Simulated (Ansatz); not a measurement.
# C2H7FSi2: the cost of one run

Program: Ansatz 0.2.0. Level of theory: UKS PBE0-D4/STO-3G. These are calculated values, not measurements.

### Step 1. Starting point

Bond lengths: C1–C2 1.289 Å, C2–F3 1.326 Å, C2–Si4 1.807 Å, Si4–Si5 2.265 Å, C1–H6 1.155 Å, C1–H7 1.095 Å, Si4–H8 1.514 Å, Si4–H9 1.549 Å, Si5–H10 1.453 Å, Si5–H11 1.503 Å, Si5–H12 1.499 Å. Angles (14 of 18 angles, heavy atoms first): C1–C2–F3 115.7°, C1–C2–Si4 128.2°, F3–C2–Si4 116.1°, C2–Si4–Si5 113.3°, C2–C1–H6 122.7°, C2–C1–H7 124.3°, C2–Si4–H8 109.2°, C2–Si4–H9 106.9°, Si5–Si4–H8 110.3°, Si5–Si4–H9 111.6°, Si4–Si5–H10 111.5°, Si4–Si5–H11 109.6°, Si4–Si5–H12 109.3°, H6–C1–H7 112.9°.

Coordinates:

```xyz
12

C    -0.4198    1.9112    1.3163
C    -0.1718    0.6650    1.0987
F     0.6223    0.0743    1.9807
Si   -0.7138   -0.3558   -0.2898
Si    0.9824   -1.4552   -1.3111
H    -1.1238    2.5340    0.6452
H    -0.0253    2.4807    2.1646
H    -1.4519    0.5127   -1.2866
H    -1.7808   -1.3354    0.2597
H     0.5034   -2.2652   -2.4181
H     1.6648   -2.3597   -0.3229
H     1.9912   -0.4617   -1.8027
```

### Step 2. Preparing the start

Input file input.yaml:

```yaml
crystal:
  periodic: [false, false, false]
  atoms:
    - { symbol: C, position_ang: [-0.4198, 1.9112, 1.3163] }
    - { symbol: C, position_ang: [-0.1718, 0.665, 1.0987] }
    - { symbol: F, position_ang: [0.6223, 0.0743, 1.9807] }
    - { symbol: Si, position_ang: [-0.7138, -0.3558, -0.2898] }
    - { symbol: Si, position_ang: [0.9824, -1.4552, -1.3111] }
    - { symbol: H, position_ang: [-1.1238, 2.534, 0.6452] }
    - { symbol: H, position_ang: [-0.0253, 2.4807, 2.1646] }
    - { symbol: H, position_ang: [-1.4519, 0.5127, -1.2866] }
    - { symbol: H, position_ang: [-1.7808, -1.3354, 0.2597] }
    - { symbol: H, position_ang: [0.5034, -2.2652, -2.4181] }
    - { symbol: H, position_ang: [1.6648, -2.3597, -0.3229] }
    - { symbol: H, position_ang: [1.9912, -0.4617, -1.8027] }
magnetization:
  spin_polarized: true
basis:
  gaussian: { orbitals: STO-3G }
hamiltonian:
  xc: pbe0
  dispersion: d4
relax:
  f_tol: 0.02
  max_steps: 40
```

Run with:

```console
$ ansatz run input.yaml --threads 1 --pin off --max-ram 2048MiB --backend cpu --events-out ev --progress --plain --runs-dir out
```

**Question.** How long does this run take on 1 thread of an Arm CPU, shared host, and how much memory does it need?

About 32 s, with a peak of 0.15 GiB.
